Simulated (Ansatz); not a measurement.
# CH₇NSeSi: basis-set convergence

The task here is to estimate one member of a computed series from the others.

Computed with Ansatz 0.2.0, Gaussian basis. Level: one geometry, several basis sets.

Levels to be run: PBE0-D4/def2-SVP; ωB97M-V/def2-SVP; PBE0-D4/def2-QZVPP; ωB97M-V/def2-QZVPP; the functionals' def2-TZVPP values are taken from earlier runs.

## The geometry

The geometry comes from an earlier relaxation with PBE0-D4 in a triple-zeta def2 set; it is a stationary point, not always the lowest conformer.

11 atoms, charge 0, spin multiplicity 1.

Atoms are counted from 1 here; the program's logs count them from 0.

Bond lengths: C1–Se2 1.957 Å, C1–H5 1.088 Å, C1–H6 1.088 Å, C1–H7 1.088 Å, Se2–Si3 2.275 Å, Si3–N4 1.712 Å, Si3–H8 1.484 Å, Si3–H9 1.486 Å, N4–H10 1.007 Å, N4–H11 1.006 Å. Angles: Se2–C1–H5 110.0°, Se2–C1–H6 106.9°, Se2–C1–H7 110.2°, H5–C1–H6 109.5°, H5–C1–H7 110.5°, H6–C1–H7 109.6°, C1–Se2–Si3 96.7°, Se2–Si3–N4 116.1°, Se2–Si3–H8 102.8°, Se2–Si3–H9 110.1°, N4–Si3–H8 111.4°, N4–Si3–H9 104.9°, H8–Si3–H9 111.7°, Si3–N4–H10 121.8°, Si3–N4–H11 120.4°, H10–N4–H11 112.0°.

Geometry (Å):

```mol
CH7NSeSi
  3D, bonds by distance, orders not assigned

 11 10  0  0  0  0  0  0  0  0999 V2000
   -0.7295    1.7763   -0.1759 C   0  0
   -1.5729    0.2885    0.7758 Se  0  0
    0.2437   -1.0810    0.7885 Si  0  0
    0.8559   -1.5350   -0.7443 N   0  0
   -0.3338    1.4321   -1.1297 H   0  0
   -1.5050    2.5196   -0.3517 H   0  0
    0.0622    2.2110    0.4315 H   0  0
   -0.2380   -2.2602    1.5499 H   0  0
    1.3813   -0.4129    1.4722 H   0  0
    0.2698   -1.9560   -1.4460 H   0  0
    1.6316   -1.0394   -1.1499 H   0  0
  1  2  8  0
  2  3  8  0
  3  4  8  0
  1  5  8  0
  1  6  8  0
  1  7  8  0
  3  8  8  0
  3  9  8  0
  4 10  8  0
  4 11  8  0
M  END
```

The first run:

Input file in.yaml:

```yaml
crystal:
  periodic: [false, false, false]
  atoms:
    - {symbol: C, position_ang: [-0.729466, 1.776278, -0.175884]}
    - {symbol: Se, position_ang: [-1.572919, 0.288525, 0.775807]}
    - {symbol: Si, position_ang: [0.243707, -1.080999, 0.788484]}
    - {symbol: N, position_ang: [0.855935, -1.534972, -0.744281]}
    - {symbol: H, position_ang: [-0.333813, 1.432059, -1.129657]}
    - {symbol: H, position_ang: [-1.504950, 2.519553, -0.351719]}
    - {symbol: H, position_ang: [0.062243, 2.211039, 0.431543]}
    - {symbol: H, position_ang: [-0.237980, -2.260162, 1.549870]}
    - {symbol: H, position_ang: [1.381300, -0.412930, 1.472235]}
    - {symbol: H, position_ang: [0.269768, -1.955972, -1.446013]}
    - {symbol: H, position_ang: [1.631574, -1.039419, -1.149883]}
basis:
  gaussian: {orbitals: def2-SVP}
hamiltonian: {xc: pbe0, dispersion: d4}
output: {orbitals: {seedname: orbitals}}
```

Command:

```
ansatz run in.yaml --threads 4 --pin off --events-out ev --progress --plain --max-ram 10444MiB
```

Among the steps run: PBE0-D4 in def2-SVP; ωB97M-V in def2-SVP; PBE0-D4 in def2-QZVPP; ωB97M-V in def2-QZVPP.

One of the session's tables, all rows but one given; the rest of the session is left out.

It belongs to the step «Density functionals: the series». 

```
functional       basis  HOMO (eV)  LUMO (eV)
   PBE0-D4    def2-SVP      -6.29       0.61
   PBE0-D4  def2-TZVPP          ?          ?
   PBE0-D4  def2-QZVPP      -6.46      -0.05
   ωB97M-V    def2-SVP      -8.44       2.50
   ωB97M-V  def2-TZVPP      -8.59       1.78
   ωB97M-V  def2-QZVPP      -8.62       1.36
```

Q: Estimate the row for PBE0-D4, def2-TZVPP from the others.

As computed: HOMO (eV): -6.43; LUMO (eV): 0.15. In the column «HOMO (eV)» it lies between PBE0-D4, def2-QZVPP (-6.46) and PBE0-D4, def2-SVP (-6.29).
